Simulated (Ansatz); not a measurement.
# Ni2S3: the cost of one run

Computed with Ansatz 0.2.0 (DFT PBE, scalar-relativistic, plane waves, PAW, unless a step's input says otherwise).

## (1) Starting point

The structure is trigonal, space group P-3m1 (No. 164). Conventional cell: a = 3.913 Å, b = 3.913 Å, c = 6.089 Å, α = 90.00°, β = 90.00°, γ = 120.00°. Around Ni (site symmetry 3m) lie 7 S at 2.36 to 2.71 Å. S (site symmetry -3m) has 6 Ni at 2.71 Å as nearest neighbours. S (site symmetry 3m) has 4 Ni at 2.36 to 2.44 Å as nearest neighbours.

As a file:

```xyz
5
Lattice="3.9134 0.0000 0.0000 -1.9567 3.3891 0.0000 0.0000 0.0000 6.0886" Properties=species:S:1:pos:R:3 pbc="T T T"
Ni    0.0000    2.2594    1.4917
Ni    1.9567    1.1297    4.5969
S     0.0000    0.0000    0.0000
S     0.0000    2.2594    3.9272
S     1.9567    1.1297    2.1615
```

(A quick probe on a coarse mesh, which set the mesh and smearing, is not shown.)

## (3) A loose first relaxation

input.yaml reads:

```yaml
crystal:
  lattice:
    - [3.9134154095, 0.0, 0.0]
    - [-1.9567077048, 3.3891171602, 0.0]
    - [0.0, 0.0, 6.0886386955]
  atoms:
    - { symbol: Ni, position: [0.3333333333, 0.6666666667, 0.245] }
    - { symbol: Ni, position: [0.6666666667, 0.3333333333, 0.755] }
    - { symbol: S, position: [0.0, 0.0, 0.0] }
    - { symbol: S, position: [0.3333333333, 0.6666666667, 0.645] }
    - { symbol: S, position: [0.6666666667, 0.3333333333, 0.355] }
basis:
  ecutwfc: 420
kpoints:
  mp_grid: { grid: [6, 6, 4] }
hamiltonian:
  xc: pbe
scf:
  occupations: { method: gaussian, width: 0.1 }
  lower_state_search: "off"
output:
  forces: true
  stress: true
  eigenvalues: true
relax:
  adjacent_minimum: "off"
  f_tol: 0.04
  max_steps: 70
  cell: { stress_tol: 0.4 }
```

The run is started by

```console
ansatz run input.yaml --threads 1 --pin off --max-ram 2560MiB --backend cpu --events-out ev --progress --plain --runs-dir out
```

**Question.** How long does this run take on 1 thread of Arm Neoverse V1, shared host, and how much memory does it need?

About 89 s, with a peak of 0.38 GiB.
